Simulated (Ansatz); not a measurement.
**C₂H₆BClOSi: a ladder of functionals and wavefunction methods**

An exercise on one series of results from a longer session: the logs are not shown, and one member is left open.

Computed with Ansatz 0.2.0, Gaussian basis. Level: functionals in def2-TZVPP, the program's frozen cores in correlated methods.

The runs, in order: PBE-D4, r2SCAN-D4, PBE0-D4, B3LYP-D4, ωB97X-V, ωB97M-V, B2PLYP; CCSD(T)/def2-TZVPP; MP2/def2-QZVPP; extrapolation to the limit.

## Structure used throughout

The geometry comes from an earlier relaxation with PBE0-D4 in a triple-zeta def2 set; it is a stationary point, not always the lowest conformer.

12 atoms, charge 0, spin multiplicity 1.

Atoms are counted from 1 here; the program's logs count them from 0.

Bond lengths: C1–C2 1.338 Å, C1–H7 1.081 Å, C1–H8 1.087 Å, C2–O3 1.364 Å, C2–B4 1.555 Å, O3–H9 0.963 Å, B4–Si5 2.022 Å, B4–Cl6 1.750 Å, Si5–H10 1.489 Å, Si5–H11 1.489 Å, Si5–H12 1.487 Å. Angles: C2–C1–H7 119.8°, C2–C1–H8 122.5°, H7–C1–H8 117.6°, C1–C2–O3 123.5°, C1–C2–B4 124.0°, O3–C2–B4 112.5°, C2–O3–H9 110.0°, C2–B4–Si5 120.8°, C2–B4–Cl6 119.4°, Si5–B4–Cl6 119.8°, B4–Si5–H10 109.9°, B4–Si5–H11 109.9°, B4–Si5–H12 111.5°, H10–Si5–H11 108.1°, H10–Si5–H12 108.7°, H11–Si5–H12 108.7°.

Set-up of the first run:

Contents of in.yaml:

```yaml
crystal:
  periodic: [false, false, false]
  atoms:
    - {symbol: C, position_ang: [-1.066579, 1.488187, 1.231183]}
    - {symbol: C, position_ang: [-0.192478, 0.762596, 0.524351]}
    - {symbol: O, position_ang: [1.112360, 1.119543, 0.347657]}
    - {symbol: B, position_ang: [-0.545462, -0.576963, -0.183032]}
    - {symbol: Si, position_ang: [0.857103, -1.601973, -1.218256]}
    - {symbol: Cl, position_ang: [-2.177338, -1.199853, -0.077068]}
    - {symbol: H, position_ang: [-2.088017, 1.149719, 1.333289]}
    - {symbol: H, position_ang: [-0.793711, 2.420894, 1.717934]}
    - {symbol: H, position_ang: [1.290635, 1.950388, 0.800564]}
    - {symbol: H, position_ang: [1.396800, -0.754345, -2.317343]}
    - {symbol: H, position_ang: [1.985693, -1.966076, -0.317354]}
    - {symbol: H, position_ang: [0.297993, -2.847420, -1.808127]}
basis:
  gaussian: {orbitals: def2-TZVPP}
hamiltonian: {xc: pbe, dispersion: d4}
output: {forces: true, orbitals: {seedname: orbitals}}
```

The run is started by

```
ansatz run in.yaml --threads 4 --pin off --events-out ev --progress --plain --max-ram 10444MiB
```

Among the steps run: PBE-D4 (GGA); r2SCAN-D4 (meta-GGA); PBE0-D4 (hybrid); B3LYP-D4 (hybrid); ωB97X-V (range-separated); ωB97M-V (range-separated); B2PLYP (double hybrid); CCSD(T) in def2-TZVPP; MP2 in def2-QZVPP.

One table of the session follows, with a row left open; its other results are not shown here.

| method | atomisation energy (kJ/mol) |
| --- | --- |
| PBE-D4 | 4566.7 |
| r2SCAN-D4 | 4492.1 |
| PBE0-D4 | 4483.2 |
| B3LYP-D4 | 4458.3 |
| ωB97X-V | 4471.1 |
| ωB97M-V | 4474.8 |
| B2PLYP | 4407.4 |
| HF/def2-TZVPP | ? |
| MP2/def2-TZVPP | 4422.9 |
| CCSD/def2-TZVPP | 4260.3 |
| CCSD(T)/def2-TZVPP | 4335.4 |
| MP2/CBS | 4536.6 |
| CCSD(T)/CBS | 4449.1 |

Q: Estimate the row for HF/def2-TZVPP from the others.

As computed: atomisation energy (kJ/mol): 3277.6. In the column «atomisation energy (kJ/mol)» it is the lowest.
